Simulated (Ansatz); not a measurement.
# Ba (Ba (110), 4 layers): how the settings move a single-point run

Question: which choices in the input matter for Ba (Ba (110), 4 layers)?

Computed with Ansatz 0.2.0 (reference: DFT, PBE, all-electron LAPW, scalar-relativistic, unless a step's input says otherwise).

**1. The structure to begin with**

The structure is orthorhombic, space group Cmme (No. 67). Conventional cell: a = 5.025 Å, b = 7.106 Å, c = 21.505 Å, α = 90.00°, β = 90.00°, γ = 90.00°. Ba (site symmetry mm2) has 6 Ba at 4.28 to 4.35 Å as nearest neighbours. Ba (site symmetry mm2) has 8 Ba at 4.28 to 4.37 Å as nearest neighbours.

Structure file:

```cif
data_structure
_symmetry_space_group_name_H-M 'P 1'
_symmetry_Int_Tables_number 1
_cell_length_a 4.3518
_cell_length_b 4.3518
_cell_length_c 21.5050
_cell_angle_alpha 90.000
_cell_angle_beta 90.000
_cell_angle_gamma 109.471
_cell_volume 383.97
loop_
_atom_site_label
_atom_site_type_symbol
_atom_site_fract_x
_atom_site_fract_y
_atom_site_fract_z
_atom_site_occupancy
Ba1 Ba 0.25000 0.25000 0.25576 1
Ba2 Ba 0.75000 0.75000 0.41694 1
Ba3 Ba 0.25000 0.25000 0.58306 1
Ba4 Ba 0.75000 0.75000 0.74424 1
```

**2. The reference run**

Contents of input.yaml:

```yaml
crystal:
  lattice:
    - [4.3517731883, 0.0, 0.0]
    - [-1.4505910628, 4.1028911088, 0.0]
    - [0.0, 0.0, 21.505]
  atoms:
    - { symbol: Ba, position: [0.25, 0.25, 0.2557554166] }
    - { symbol: Ba, position: [0.75, 0.75, 0.4169394852] }
    - { symbol: Ba, position: [0.25, 0.25, 0.5830608006] }
    - { symbol: Ba, position: [0.75, 0.75, 0.7442445834] }
kpoints:
  mp_grid: { grid: [9, 9, 1] }
scf:
  occupations: { method: fermi_dirac, width: 0.05 }
hamiltonian:
  xc: pbe
  pseudopotentials: { kind: all_electron, lapw: { basis_error: 0.001 } }
output:
  forces: true
  stress: true
  eigenvalues: true
efield:
  axis: 3
  amplitude: 0
  dipole_correction: true
```

Launch:

```console
> ansatz run input.yaml --threads 2 --pin off --max-ram 4096MiB --backend cpu --events-out ev --progress --plain --runs-dir out
```

**3. Changing settings: occupations.method tetrahedron_uncorrected, width left out**

Changes to input.yaml since step 2:

```diff
@@ -13,3 +13,3 @@
 scf:
-  occupations: { method: fermi_dirac, width: 0.05 }
+  occupations: { method: tetrahedron_uncorrected }
 hamiltonian:
```

Q: Predict the outcome of this session. Wanted: for each run, ending; energy change; gap; force.

The runs gave:

| run | ending | energy change | gap (eV) | force (eV/Å) | cycles | time |
| --- | --- | --- | --- | --- | --- | --- |
| reference | converged | 0 | 0.00 | 0.00 | 11 | 27 s |
| 1: occupations.method tetrahedron_uncorrected, width left out | converged | +6.6 meV/atom (σ→0) | 0.00 | 0.01 | 17 | 34 s |

Residual by cycle in the longest SCF loop of each run; runs are numbered as in the table. The quantity is the density residual dr2, in eV.

```csv
cycle,reference,run 1
1,9.83,10.1
2,90.6,6.33
4,0.0618,2.64
5,0.0256,1.59
7,6.9e-4,1.15
8,3.7e-5,0.0938
10,1.2e-7,0.0803
11,7.6e-9,7.1e-4
13,-,2.1e-5
14,-,1.1e-6
16,-,3.1e-7
17,-,4.8e-9
```

**Reading.** Changing the smearing moves the energy by +6.6 meV/atom (σ→0 values). Cost: 17 SCF cycles against 11.
